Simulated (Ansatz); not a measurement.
**AlClFHO (SMILES [OH][Al]([F])[Cl]): functionals against CCSD(T) at one geometry**

One table from this session's results is given with a row withheld; the runs are named, their logs left out.

Computed with Ansatz 0.2.0, Gaussian basis. Level: single points in def2-TZVPP.

Cores are frozen in the correlated methods.

## Where the work starts

SMILES `[OH][Al]([F])[Cl]`, 5 atoms, charge 0, spin multiplicity 1.

Atoms are counted from 1 here; the program's logs count them from 0.

Bond lengths: O1–Al2 1.724 Å, O1–H5 0.889 Å, Al2–F3 1.639 Å, Al2–Cl4 2.007 Å. Angles: Al2–O1–H5 157.6°, O1–Al2–F3 115.3°, O1–Al2–Cl4 120.8°, F3–Al2–Cl4 122.3°.

Geometry (Å):

| atom | x (Å) | y (Å) | z (Å) |
| --- | --- | --- | --- |
| O1 | 0.22210 | 1.13630 | -0.34930 |
| Al2 | -0.03850 | -0.51040 | 0.08820 |
| F3 | 0.24480 | -0.86950 | 1.66180 |
| Cl4 | -1.03640 | -1.75300 | -1.13210 |
| H5 | 0.65790 | 1.90780 | -0.42550 |

The first run:

run/in.yaml

```yaml
crystal:
  periodic: [false, false, false]
  atoms:
    - {symbol: O, position_ang: [0.222100, 1.136300, -0.349300]}
    - {symbol: Al, position_ang: [-0.038500, -0.510400, 0.088200]}
    - {symbol: F, position_ang: [0.244800, -0.869500, 1.661800]}
    - {symbol: Cl, position_ang: [-1.036400, -1.753000, -1.132100]}
    - {symbol: H, position_ang: [0.657900, 1.907800, -0.425500]}
basis:
  gaussian: {orbitals: def2-TZVPP}
correlation: {method: ccsd_t}
output: {forces: true}
```

No record of the launch command was kept for these runs.

Among the steps run: CCSD(T)/def2-TZVPP; PBE0-D4/def2-TZVPP; wB97M-V/def2-TZVPP; r2SCAN-D4/def2-TZVPP; PBE-D4/def2-TZVPP; B97M-V/def2-TZVPP; wB97X-V/def2-TZVPP.

One table of the session follows, with a row left open; its other results are not shown here.

```
   method  RMS force component (eV/Å)  angle to CCSD(T) forces (°)  dipole (D)
  CCSD(T)                       2.088                    reference        1.66
  PBE0-D4                       2.090                          2.0        1.65
  wB97M-V                       2.078                          1.7        1.65
r2SCAN-D4                       2.095                          1.7        1.65
   PBE-D4                           ?                            ?           ?
   B97M-V                       2.054                          3.7        1.63
  wB97X-V                       2.096                          2.2        1.67
```

**Question.** Estimate the row for PBE-D4.

As computed: RMS force component (eV/Å): 2.168; angle to CCSD(T) forces (°): 5.4; dipole (D): 1.61. In the column «RMS force component (eV/Å)» it is the highest.
